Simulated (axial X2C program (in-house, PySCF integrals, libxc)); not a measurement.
**Linear NZrN at several levels**

One table from this session's results is given with a row withheld; the runs are named, their logs left out.

Program: an in-house X2C program for linear molecules on PySCF integrals. Level of theory: all-electron X2C, two-component (2c) or spin-free, N dyall-av3z, Zr dyall-v3z. These are calculated values, not measurements.

All values are calculated.

2 further runs of the same task are left out: 2 set aside as unsound or not needed.

Set-up of the first run:

task.json

```json
{
 "zs": [
  7,
  40,
  7
 ],
 "q": 0,
 "bas": [
  "dyall-av3z",
  "dyall-v3z",
  "dyall-av3z"
 ],
 "r0": [
  1.87,
  1.87
 ],
 "symm": 1,
 "scan": [
  "PBE0",
  "HF",
  "B3LYP"
 ],
 "levels": [
  "PBE0",
  "HF",
  "r2SCAN"
 ],
 "nst": 2
}
```

Keys: zs atomic numbers; q charge; bas basis sets; r0 starting distance in Å; symm equal bonds; scan levels of the two-bond scan; levels methods; nst determinants followed.

Started as:

```sh
python solin.py task.json out
```

Masses N 14.003, Zr 89.905, N 14.003 u.

Among the steps run: Scan at PBE0, 2c; Scan at B3LYP, 2c; Scan at PBE0, spin-free.

One table of the session follows, with a row left open; its other results are not shown here.

| level | upper stretch (cm⁻¹) |
| --- | --- |
| PBE0, 2c | 893.6 |
| B3LYP, 2c | ? |
| PBE0, spin-free | 893.4 |
| B3LYP, spin-free | 861.2 |

Estimate the missing values for B3LYP, 2c.

**Answer.** upper stretch (cm⁻¹): 861.4. In the column «upper stretch (cm⁻¹)» it lies between B3LYP, spin-free (861.2) and PBE0, spin-free (893.4).

Scans not shown above were run alike.

The molecule was held linear; bending was not examined, so a bent shape may lie lower.
